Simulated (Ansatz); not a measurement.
# TaH: the cost of one run

Method: DFT PBE, scalar-relativistic, plane waves, PAW, unless a step names another level, in Ansatz 0.2.0.

1 further run of the same task is left out (set aside as unsound or not needed). Runs told in other sessions of the task aren't counted.

## Step 1: Starting point

The structure is orthorhombic, space group Cccm (No. 66). Conventional cell: a = 3.508 Å, b = 4.835 Å, c = 4.881 Å, α = 90.00°, β = 90.00°, γ = 90.00°. Around Ta (site symmetry 2/m) lie 4 H at 1.93 Å. H (site symmetry 222) is surrounded by 4 Ta at 1.93 Å.

As a file:

```cif
data_structure
_symmetry_space_group_name_H-M 'P 1'
_symmetry_Int_Tables_number 1
_cell_length_a 2.9867
_cell_length_b 2.9867
_cell_length_c 4.8809
_cell_angle_alpha 90.000
_cell_angle_beta 90.000
_cell_angle_gamma 108.076
_cell_volume 41.39
loop_
_atom_site_label
_atom_site_type_symbol
_atom_site_fract_x
_atom_site_fract_y
_atom_site_fract_z
_atom_site_occupancy
Ta1 Ta 0.50000 0.00000 0.00000 1
Ta2 Ta 0.00000 0.50000 0.50000 1
H1 H 0.00000 0.00000 0.75000 1
H2 H 0.00000 0.00000 0.25000 1
```

It came out lowest among 14 distinct ends of the trial cells. At a tolerance of 0.05 Å it has space group Cccm (No. 66).

## Step 2: A stricter relaxation, on the response runs' mesh and smearing

The input, input.yaml:

```yaml
crystal:
  lattice:
    - [1.7539381733, -2.4174717632, 0.0]
    - [1.7539381733, 2.4174717632, 0.0]
    - [0.0, 0.0, 4.8808916591]
  atoms:
    - { symbol: Ta, position: [0.5, 0.0, 0.0] }
    - { symbol: Ta, position: [0.0, 0.5, 0.5] }
    - { symbol: H, position: [0.0, 0.0, 0.75] }
    - { symbol: H, position: [0.0, 0.0, 0.25] }
basis:
  ecutwfc: 420
kpoints:
  mp_grid: { grid: [12, 12, 8] }
hamiltonian:
  xc: pbe
scf:
  occupations: { method: gaussian, width: 0.1 }
output:
  forces: true
  stress: true
  eigenvalues: true
relax:
  adjacent_minimum: "off"
  f_tol: 0.001
  max_steps: 60
  cell: { stress_tol: 0.01 }
```

Command:

```bash
$ ansatz run input.yaml --threads 3 --pin off --max-ram 7680MiB --backend cpu --events-out ev --progress --plain --runs-dir out
```

Q: Estimate wall time and peak memory on 3 threads of Intel Xeon Platinum 8259CL at 2.50GHz (Skylake/Cascade Lake), shared host.

About 13 s, with a peak of 0.5 GiB.
